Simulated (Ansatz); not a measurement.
This script drives Ansatz 0.2.0, Python API.

`run_freq.py`
```python
import itertools

import ansatz
from ase.data import atomic_numbers, covalent_radii
import numpy as np

geometry_ang = [
    ("F", [-0.2185, -0.0492, 1.6278]),
    ("Ge", [0.4107, -0.0557, -0.0026]),
    ("F", [-0.4318, -1.291, -0.9564]),
    ("H", [0.2951, 1.3356, -0.689]),
]
geometry = ansatz.Crystal.molecule()
for symbol, xyz in geometry_ang:
    geometry = geometry.atom(symbol, xyz)

calculation = geometry.calculation()
calculation = calculation.basis(gaussian="def2-SVP")
calculation = calculation.functional("b3lyp", dispersion="d4")
calculation = calculation.spin("collinear", total=1)
symbols = [site.symbol for site in geometry.cartesian_sites]
start = np.array([site.position_ang for site in geometry.cartesian_sites], dtype=float)
rep = calculation.relax(force_tolerance=0.003).run(threads=1, backend="cpu").report
end = np.array(rep["positions_ang"])

radius = [covalent_radii[atomic_numbers[s]] for s in symbols]
span = lambda where, i, j: np.linalg.norm(where[i] - where[j])
bonded = [(i, j) for i, j in itertools.combinations(range(len(symbols)), 2) if min(span(start, i, j), span(end, i, j)) < 1.2 * (radius[i] + radius[j])]
print("pair        before    after (A)")
for i, j in bonded:
    print(f"{symbols[i]}{i}-{symbols[j]}{j}".ljust(10), f"{span(start, i, j):8.4f} {span(end, i, j):8.4f}")
for first, second in list(itertools.combinations(bonded, 2)):
    shared = set(first) & set(second)
    if shared and symbols[(j := shared.pop())] != "H":
        i, k = sorted((set(first) | set(second)) - {j})
        u, v = end[i] - end[j], end[k] - end[j]
        angle = np.degrees(np.arccos(np.clip(u @ v / np.linalg.norm(u) / np.linalg.norm(v), -1, 1)))
        print(f"final angle {symbols[i]}{i}-{symbols[j]}{j}-{symbols[k]}{k}: {angle:.2f} deg")

minimum = ansatz.Crystal.molecule()
for symbol, place in zip(symbols, end):
    minimum = minimum.atom(symbol, place.tolist())
vibrating = (
    minimum.calculation()
    .basis(gaussian="def2-SVP")
    .functional("b3lyp", dispersion="d4")
    .spin("collinear", total=1)
    .phonons(temperatures=(298.15, 498.15, 100))
)
vib = vibrating.run(threads=1, backend="cpu").report["vibrations"]
sums = vib["harmonic_sums"]
modes = [m["omega_inv_cm"] for m in sums["modes_at_gamma"] if m["rigid_motion"] == "no"]
print("frequencies (1/cm):", " ".join(f"{w:.0f}" for w in modes))
print("imaginary modes:", sum(w < 0 for w in modes), " zero-point energy:", round(sums["zero_point_energy_ev"], 4), "eV")
print("T (K)   F_vib (eV)   S_vib (meV/K)   C_vib (meV/K)")
for row in zip(sums["temperatures_k"], sums["vibrational_free_energy_ev"], vib["entropy_ev_per_k"], vib["heat_capacity_ev_per_k"]):
    print(f"{row[0]:6.1f} {row[1]:11.4f} {1000 * row[2]:13.4f} {1000 * row[3]:15.4f}")

heavier = vibrating.phonons(masses={"H": 2.014102}).run(threads=1, backend="cpu").report["vibrations"]["harmonic_sums"]
print("deuterated (1/cm):", " ".join(f"{m['omega_inv_cm']:.0f}" for m in heavier["modes_at_gamma"] if m["rigid_motion"] == "no"))
print("zero-point energy falls by", round(sums["zero_point_energy_ev"] - heavier["zero_point_energy_ev"], 4), "eV")
```

It is started by `python run_freq.py`. How long does it take on 1 thread of Arm Neoverse V2, with other jobs on the host, and how much memory does it need?

It took about 110 s, with a peak of 0.25 GiB, for 3 runs of the engine.

`python run_freq.py` gives:
```text
pair        before    after (A)
F0-Ge1       1.7476   1.7461
Ge1-F2       1.7736   1.7461
Ge1-H3       1.5557   1.5770
final angle F0-Ge1-F2: 103.80 deg
final angle F0-Ge1-H3: 106.72 deg
final angle F2-Ge1-H3: 106.70 deg
frequencies (1/cm): 230 629 633 698 711 1896
imaginary modes: 0  zero-point energy: 0.2974 eV
T (K)   F_vib (eV)   S_vib (meV/K)   C_vib (meV/K)
 298.1      0.2829        0.1422          0.2336
 398.1      0.2648        0.2199          0.3025
 498.1      0.2391        0.2931          0.3490
deuterated (1/cm): 230 459 468 697 711 1351
zero-point energy falls by 0.0547 eV
```

The frequencies are harmonic and unscaled, in a modest basis. The result belongs to the one conformer reached from this start, and soft torsions count as harmonic oscillators. The species is open-shell (spin multiplicity 2). b3lyp holds the VWN-RPA fit, as in Gaussian; the form of ORCA and Turbomole is b3lyp5.

(Lines on the test bed's own set-up are left out of the output.)
